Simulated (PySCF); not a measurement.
# AsBH6OSi: electronic excitations at several levels of theory, part 2 of 2

PySCF 2.14.0. Atoms count from 0. The steps go on from the part before.

## 10. Excited states and response: wB97X-D/def2-SVPD

What the job is given:

```
{"job": {"kind": "uv", "xc": "wB97X-D", "basis": "def2-SVPD", "ip": true}, "charge": 0, "multiplicity": 1}
Si    -1.513682     0.629719     0.133807
O     -0.435161    -0.603746    -0.257089
B      0.906283    -0.716407    -0.242901
As     2.161957     0.721739     0.502389
H     -2.855570     0.002798     0.252926
H     -1.509600     1.644966    -0.956250
H     -1.107191     1.253793     1.426231
H      1.392681    -1.764599    -0.611119
H      1.427140     1.918145    -0.090786
H      3.139668     0.599782    -0.654551
```

Level: TDDFT wB97X-D/def2-SVPD, vertical, gas phase, core orbitals frozen in the response.

Log:

```text
coarse grid: 38936 points
cycle   1  E = -2628.6114744396  dE = -6.368e-01  |g| = 6.621e-01  |ddm| = 3.666e+00
cycle   2  E = -2628.5694283918  dE =  4.205e-02  |g| = 8.477e-01  |ddm| = 1.436e+00
cycle   3  E = -2628.6998418234  dE = -1.304e-01  |g| = 5.346e-02  |ddm| = 7.589e-01
cycle   4  E = -2628.7006521203  dE = -8.103e-04  |g| = 1.639e-02  |ddm| = 1.442e-01
cycle   5  E = -2628.7007380003  dE = -8.588e-05  |g| = 2.974e-03  |ddm| = 4.197e-02
cycle   6  E = -2628.7007416651  dE = -3.665e-06  |g| = 1.252e-03  |ddm| = 9.797e-03
final grid: 79648 points
cycle   7  E = -2628.7008033572  dE = -1.008e-06  |g| = 7.769e-04  |ddm| = 6.498e-03
cycle   8  E = -2628.7008034522  dE = -9.500e-08  |g| = 6.454e-04  |ddm| = 2.324e-03
cycle   9  E = -2628.7008034995  dE = -4.734e-08  |g| = 7.745e-05  |ddm| = 9.446e-04
cycle  10  E = -2628.7008035039  dE = -4.346e-09  |g| = 5.064e-05  |ddm| = 2.639e-04
cycle  11  E = -2628.7008035050  dE = -1.086e-09  |g| = 2.012e-05  |ddm| = 1.279e-04
cycle  12  E = -2628.7008035051  dE = -1.264e-10  |g| = 3.443e-06  |ddm| = 3.506e-05
converged SCF energy = -2628.7008035051

Static polarisability (au): isotropic 77.305, principal 65.972 75.016 90.927

Singlet excitations
state   eV       nm        f      main configurations
  1   5.0316    246.4   0.02228   H->L 0.86, H-1->L 0.08
  2   6.0619    204.5   0.01794   H->L+1 0.67, H->L+3 0.17
  3   6.4273    192.9   0.04530   H->L+3 0.28, H->L+2 0.26, H-1->L 0.26
  4   6.5998    187.9   0.06197   H-1->L 0.59, H->L+3 0.15, H->L+2 0.10
  5   7.1795    172.7   0.01463   H->L+4 0.32, H->L+2 0.20, H->L+3 0.15
  6   7.3103    169.6   0.18703   H->L+6 0.45, H->L+4 0.24, H->L+2 0.09
  7   7.6868    161.3   0.06871   H-1->L+1 0.69
  8   7.7419    160.1   0.06918   H->L+5 0.64, H->L+2 0.08
  9   8.0714    153.6   0.04047   H-1->L+3 0.37, H-1->L+2 0.32
 10   8.1313    152.5   0.00813   H-2->L+1 0.57, H-2->L 0.09

Triplet excitations (Tamm-Dancoff, eV): 4.3812 5.6015 5.8467 6.2032
Vertical ionisation energy (delta-SCF) = 9.2502 eV
```

It took 55 s on 1 thread, shared host.

Key values: HOMO -8.89 eV, LUMO 0.98 eV; lowest singlet 5.03 eV.

## 11. Ultraviolet spectrum: LC-wPBE/def2-SVPD

Settings changed since step 10:

```diff
@@ -1,2 +1,2 @@
-{"job": {"kind": "uv", "xc": "wB97X-D", "basis": "def2-SVPD", "ip": true}, "charge": 0, "multiplicity": 1}
+{"job": {"kind": "uv", "xc": "LC-wPBE", "basis": "def2-SVPD", "ip": true}, "charge": 0, "multiplicity": 1}
 Si    -1.513682     0.629719     0.133807
```

Method: TDDFT LC-wPBE/def2-SVPD, vertical, gas phase, core orbitals frozen in the response.

Log:

```text
coarse grid: 38936 points
cycle   1  E = -2628.1204721732  dE = -6.335e-01  |g| = 6.692e-01  |ddm| = 3.661e+00
cycle   2  E = -2628.1142402765  dE =  6.232e-03  |g| = 7.542e-01  |ddm| = 1.305e+00
cycle   3  E = -2628.2132251599  dE = -9.898e-02  |g| = 6.181e-02  |ddm| = 6.531e-01
cycle   4  E = -2628.2143845068  dE = -1.159e-03  |g| = 2.242e-02  |ddm| = 1.605e-01
cycle   5  E = -2628.2145201090  dE = -1.356e-04  |g| = 6.073e-03  |ddm| = 5.324e-02
cycle   6  E = -2628.2145308113  dE = -1.070e-05  |g| = 1.760e-03  |ddm| = 1.511e-02
cycle   7  E = -2628.2145328246  dE = -2.013e-06  |g| = 4.620e-04  |ddm| = 6.520e-03
final grid: 79648 points
cycle   8  E = -2628.2144465389  dE = -1.788e-07  |g| = 4.788e-04  |ddm| = 2.365e-03
cycle   9  E = -2628.2144465629  dE = -2.407e-08  |g| = 5.294e-04  |ddm| = 1.067e-03
cycle  10  E = -2628.2144466132  dE = -5.030e-08  |g| = 6.070e-05  |ddm| = 4.503e-04
cycle  11  E = -2628.2144466178  dE = -4.575e-09  |g| = 3.457e-05  |ddm| = 2.273e-04
cycle  12  E = -2628.2144466187  dE = -8.899e-10  |g| = 7.537e-06  |ddm| = 1.288e-04
converged SCF energy = -2628.2144466187

Static polarisability (au): isotropic 75.347, principal 64.339 73.134 88.568

Singlet excitations
state   eV       nm        f      main configurations
  1   5.1343    241.5   0.01808   H->L 0.76, H-1->L 0.12
  2   6.3559    195.1   0.02096   H->L+1 0.37, H->L+3 0.29, H->L+5 0.11
  3   6.7299    184.2   0.04778   H-1->L 0.33, H->L+3 0.20, H->L 0.14
  4   6.9589    178.2   0.07228   H-1->L 0.44, H->L+3 0.19, H->L+1 0.16
  5   7.6052    163.0   0.13745   H->L+6 0.34, H->L+4 0.16, H->L+8 0.08
  6   7.6865    161.3   0.11551   H->L+6 0.22, H->L+2 0.22, H->L+5 0.21
  7   8.1752    151.7   0.04033   H-1->L+1 0.36, H-1->L+3 0.13
  8   8.2356    150.5   0.04811   H->L+5 0.31, H->L+4 0.24, H->L+2 0.13
  9   8.3958    147.7   0.00499   H-2->L+1 0.39, H-2->L+2 0.17, H-2->L+4 0.11
 10   8.4954    145.9   0.06766   H-1->L+3 0.34, H-1->L+1 0.13, H-1->L+2 0.13

Triplet excitations (Tamm-Dancoff, eV): 4.3766 5.5840 5.8494 6.4308
Vertical ionisation energy (delta-SCF) = 9.3512 eV
```

Run time: 66 s. Hardware: 1 thread, shared host.

This run: HOMO -9.66 eV, LUMO 1.38 eV; lowest singlet 5.13 eV.

## 12. Excited states and response: PBE0/6-31G*

Settings changed since step 11:

```diff
@@ -1,2 +1,2 @@
-{"job": {"kind": "uv", "xc": "LC-wPBE", "basis": "def2-SVPD", "ip": true}, "charge": 0, "multiplicity": 1}
+{"job": {"kind": "uv", "xc": "PBE0", "basis": "6-31G*"}, "charge": 0, "multiplicity": 1}
 Si    -1.513682     0.629719     0.133807
```

Method: TDDFT PBE0/6-31G*, vertical, gas phase, core orbitals frozen in the response.

Log:

```text
coarse grid: 38936 points
cycle   1  E = -2628.1974724304  dE = -5.858e-01  |g| = 6.374e-01  |ddm| = 2.774e+00
cycle   2  E = -2628.0346489851  dE =  1.628e-01  |g| = 1.105e+00  |ddm| = 1.254e+00
cycle   3  E = -2628.2742968146  dE = -2.396e-01  |g| = 7.582e-02  |ddm| = 8.713e-01
cycle   4  E = -2628.2757188770  dE = -1.422e-03  |g| = 1.935e-02  |ddm| = 1.126e-01
cycle   5  E = -2628.2758526106  dE = -1.337e-04  |g| = 7.329e-03  |ddm| = 3.444e-02
cycle   6  E = -2628.2758606319  dE = -8.021e-06  |g| = 6.508e-04  |ddm| = 5.877e-03
final grid: 79648 points
cycle   7  E = -2628.2758221502  dE = -5.006e-08  |g| = 6.795e-04  |ddm| = 1.799e-03
cycle   8  E = -2628.2758221139  dE =  3.633e-08  |g| = 8.275e-04  |ddm| = 1.017e-03
cycle   9  E = -2628.2758222094  dE = -9.547e-08  |g| = 1.433e-04  |ddm| = 5.763e-04
cycle  10  E = -2628.2758222131  dE = -3.741e-09  |g| = 9.625e-06  |ddm| = 1.050e-04
cycle  11  E = -2628.2758222131  dE = -3.456e-11  |g| = 1.875e-06  |ddm| = 1.410e-05
converged SCF energy = -2628.2758222131

Static polarisability (au): isotropic 62.659, principal 49.142 60.813 78.023

Singlet excitations
state   eV       nm        f      main configurations
  1   5.0413    245.9   0.03009   H->L 0.91
  2   5.9361    208.9   0.01044   H->L+1 0.95
  3   6.5103    190.4   0.03011   H-1->L 0.90
  4   6.7274    184.3   0.01435   H->L+2 0.95
  5   7.2732    170.5   0.07645   H->L+3 0.83, H-1->L+1 0.09
  6   7.4591    166.2   0.02262   H-1->L+1 0.86, H->L+3 0.09
  7   8.0468    154.1   0.03328   H-2->L 0.61, H-2->L+1 0.15, H-4->L 0.09
  8   8.1393    152.3   0.00397   H->L+4 0.86
  9   8.1507    152.1   0.03728   H-4->L 0.44, H-3->L 0.26, H-2->L 0.15
 10   8.2029    151.1   0.01740   H-2->L+1 0.47, H-3->L 0.23, H-2->L 0.10

Triplet excitations (Tamm-Dancoff, eV): 4.2790 5.5686 5.8467 6.1138
```

Wall time 13 s (1 thread, shared host).

Key values: HOMO -6.95 eV, LUMO -0.50 eV; lowest singlet 5.04 eV.

## 13. TDDFT and polarisability: PBE0/def2-SVP

Settings changed since step 12:

```diff
@@ -1,2 +1,2 @@
-{"job": {"kind": "uv", "xc": "PBE0", "basis": "6-31G*"}, "charge": 0, "multiplicity": 1}
+{"job": {"kind": "uv", "xc": "PBE0", "basis": "def2-SVP"}, "charge": 0, "multiplicity": 1}
 Si    -1.513682     0.629719     0.133807
```

Level: TDDFT PBE0/def2-SVP, vertical, gas phase, core orbitals frozen in the response.

Log:

```text
coarse grid: 38936 points
cycle   1  E = -2628.0716290332  dE = -6.207e-01  |g| = 6.280e-01  |ddm| = 2.989e+00
cycle   2  E = -2627.9077021774  dE =  1.639e-01  |g| = 1.101e+00  |ddm| = 1.440e+00
cycle   3  E = -2628.1454119001  dE = -2.377e-01  |g| = 7.516e-02  |ddm| = 1.014e+00
cycle   4  E = -2628.1467895467  dE = -1.378e-03  |g| = 1.826e-02  |ddm| = 1.232e-01
cycle   5  E = -2628.1469031600  dE = -1.136e-04  |g| = 6.293e-03  |ddm| = 3.603e-02
cycle   6  E = -2628.1469101513  dE = -6.991e-06  |g| = 7.375e-04  |ddm| = 6.827e-03
final grid: 79648 points
cycle   7  E = -2628.1468705868  dE = -4.690e-08  |g| = 7.915e-04  |ddm| = 2.289e-03
cycle   8  E = -2628.1468705472  dE =  3.951e-08  |g| = 9.360e-04  |ddm| = 1.549e-03
cycle   9  E = -2628.1468706632  dE = -1.159e-07  |g| = 1.496e-04  |ddm| = 8.516e-04
cycle  10  E = -2628.1468706673  dE = -4.162e-09  |g| = 1.050e-05  |ddm| = 1.266e-04
cycle  11  E = -2628.1468706674  dE = -3.229e-11  |g| = 2.457e-06  |ddm| = 1.469e-05
converged SCF energy = -2628.1468706674

Static polarisability (au): isotropic 66.598, principal 54.198 64.585 81.010

Singlet excitations
state   eV       nm        f      main configurations
  1   4.9107    252.5   0.02866   H->L 0.92
  2   6.0187    206.0   0.01094   H->L+1 0.93
  3   6.3496    195.3   0.04315   H-1->L 0.91
  4   6.6444    186.6   0.01173   H->L+2 0.93
  5   7.1834    172.6   0.02612   H->L+3 0.93
  6   7.5416    164.4   0.00825   H-1->L+1 0.92
  7   7.8551    157.8   0.06888   H-2->L 0.63, H->L+4 0.21
  8   7.9614    155.7   0.03367   H->L+4 0.38, H-4->L 0.33, H-3->L 0.13
  9   7.9880    155.2   0.00985   H-2->L 0.28, H->L+4 0.24, H-3->L 0.23
 10   8.0394    154.2   0.00826   H-3->L 0.49, H-4->L 0.28, H-1->L+2 0.12

Triplet excitations (Tamm-Dancoff, eV): 4.1574 5.5350 5.7042 6.0842
```

Run time: 16 s. Hardware: 1 thread, shared host.

Key values: HOMO -7.02 eV, LUMO -0.74 eV; lowest singlet 4.91 eV.

## 14. Ultraviolet spectrum: PBE0/def2-TZVP

Settings changed since step 13:

```diff
@@ -1,2 +1,2 @@
-{"job": {"kind": "uv", "xc": "PBE0", "basis": "def2-SVP"}, "charge": 0, "multiplicity": 1}
+{"job": {"kind": "uv", "xc": "PBE0", "basis": "def2-TZVP"}, "charge": 0, "multiplicity": 1}
 Si    -1.513682     0.629719     0.133807
```

Method: TDDFT PBE0/def2-TZVP, vertical, gas phase, core orbitals frozen in the response.

Log:

```text
coarse grid: 38936 points
cycle   1  E = -2628.5590622983  dE = -5.894e-01  |g| = 7.553e-01  |ddm| = 2.461e+00
cycle   2  E = -2628.3610133143  dE =  1.980e-01  |g| = 1.254e+00  |ddm| = 1.000e+00
cycle   3  E = -2628.6423502795  dE = -2.813e-01  |g| = 1.469e-01  |ddm| = 7.098e-01
cycle   4  E = -2628.6460828448  dE = -3.733e-03  |g| = 2.449e-02  |ddm| = 9.738e-02
cycle   5  E = -2628.6461418117  dE = -5.897e-05  |g| = 6.290e-03  |ddm| = 1.806e-02
cycle   6  E = -2628.6461514635  dE = -9.652e-06  |g| = 1.558e-03  |ddm| = 7.426e-03
final grid: 79648 points
cycle   7  E = -2628.6461346628  dE =  1.704e-07  |g| = 2.017e-03  |ddm| = 3.827e-03
cycle   8  E = -2628.6461341551  dE =  5.076e-07  |g| = 2.627e-03  |ddm| = 3.463e-03
cycle   9  E = -2628.6461356181  dE = -1.463e-06  |g| = 1.627e-04  |ddm| = 1.788e-03
cycle  10  E = -2628.6461356241  dE = -6.027e-09  |g| = 4.968e-05  |ddm| = 1.364e-04
cycle  11  E = -2628.6461356245  dE = -4.084e-10  |g| = 3.321e-06  |ddm| = 2.749e-05
converged SCF energy = -2628.6461356245

Static polarisability (au): isotropic 73.938, principal 61.921 71.389 88.505

Singlet excitations
state   eV       nm        f      main configurations
  1   4.8511    255.6   0.02374   H->L 0.92
  2   5.7388    216.0   0.00822   H->L+1 0.94
  3   6.2810    197.4   0.03147   H-1->L 0.87
  4   6.4146    193.3   0.03002   H->L+2 0.91
  5   6.7476    183.7   0.02062   H->L+3 0.94
  6   7.2093    172.0   0.00675   H-1->L+1 0.68, H->L+4 0.26
  7   7.2527    170.9   0.07178   H->L+4 0.68, H-1->L+1 0.27
  8   7.6510    162.0   0.01287   H->L+5 0.93
  9   7.7623    159.7   0.02414   H-2->L 0.76
 10   7.8858    157.2   0.02648   H-4->L 0.55, H-3->L 0.26, H-2->L 0.08

Triplet excitations (Tamm-Dancoff, eV): 4.0977 5.3850 5.6216 5.8629
```

It took 33 s on 1 thread, shared host.

This run: HOMO -7.08 eV, LUMO -0.85 eV; lowest singlet 4.85 eV.

## 15. Run by run: electronic excitations

Excitations and ground-state properties, with basis size and wall time:

| run | lowest singlet (eV) | brightest (eV) | f | gap (eV) | α (Å³) | μ (D) | functions | time |
| --- | --- | --- | --- | --- | --- | --- | --- | --- |
| HF/def2-SVPD | 5.72 | 7.87 | 0.287 | 11.56 | 10.67 | 1.21 | 153 | 14 s |
| LDA/def2-SVPD | 4.41 | 5.68 | 0.035 | 4.05 | 12.24 | 1.36 | 153 | 58 s |
| PBE/def2-SVPD | 4.49 | 6.70 | 0.066 | 4.15 | 12.00 | 1.31 | 153 | 78 s |
| B3LYP/def2-SVPD | 4.78 | 7.23 | 0.132 | 5.82 | 11.59 | 1.27 | 153 | 41 s |
| PBE0/def2-SVPD | 4.85 | 7.37 | 0.145 | 6.23 | 11.52 | 1.29 | 153 | 43 s |
| BHandHLYP/def2-SVPD | 5.17 | 7.37 | 0.139 | 8.25 | 11.13 | 1.24 | 153 | 42 s |
| CAM-B3LYP/def2-SVPD | 4.96 | 7.58 | 0.148 | 8.61 | 11.40 | 1.29 | 153 | 57 s |
| wB97X-D/def2-SVPD | 5.03 | 7.31 | 0.187 | 9.87 | 11.46 | 1.30 | 153 | 55 s |
| LC-wPBE/def2-SVPD | 5.13 | 7.61 | 0.137 | 11.04 | 11.17 | 1.33 | 153 | 66 s |
| PBE0/6-31G* | 5.04 | 7.27 | 0.076 | 6.45 | 9.29 | 1.57 | 90 | 13 s |
| PBE0/def2-SVP | 4.91 | 7.86 | 0.069 | 6.29 | 9.87 | 1.46 | 108 | 16 s |
| PBE0/def2-TZVP | 4.85 | 7.25 | 0.072 | 6.24 | 10.96 | 1.25 | 183 | 33 s |

## 16. Summary of results

The summary covers parts 1 to 2.

| quantity | value |
| --- | --- |
| point group | C1 |
| rotational constants (main isotopes) | 9.04, 1.42, 1.26 GHz |
| lowest singlet (HF/def2-SVPD) | 5.72 eV (217 nm), f = 0.025 |
| brightest single state of those computed | state 5, 7.87 eV, f = 0.287 |
| lowest triplet | 4.72 eV |
| vertical ionisation energy (ΔSCF) | 8.50 eV |
| range of the lowest singlet | 4.41 to 5.72 eV |

**Reading.** Single values in the summary come from the first run of each kind that ended normally (HF/def2-SVPD), which need not be the best level. The optimisation took 19 steps and gained 0.207 eV; among the close pairs (by a distance rule), Si0–O1 changed most, from 1.614 to 1.684 Å. The lowest singlet, at 5.72 eV, is HOMO→LUMO+2 0.66, HOMO−1→LUMO+2 0.18 and is weak; of the 10 states computed, the strongest absorption comes from state 5 at 7.87 eV. The lowest triplet lies 1.00 eV below the lowest singlet (triplets in Tamm-Dancoff, singlets in full TDDFT). At HF/def2-SVPD, the highest states lie near or above the ionisation energy, where they hang on the basis. ΔSCF puts the ionisation energy at 8.50 eV, 1.10 eV below −ε(HOMO). The lowest singlet runs from 4.41 eV (LDA/def2-SVPD) to 5.72 eV (HF/def2-SVPD), while the orbital gap spans 4.05 to 11.56 eV. The lowest state need not be the same one in every run. The runs solved for a few states only, so the brightest column depends on that window.
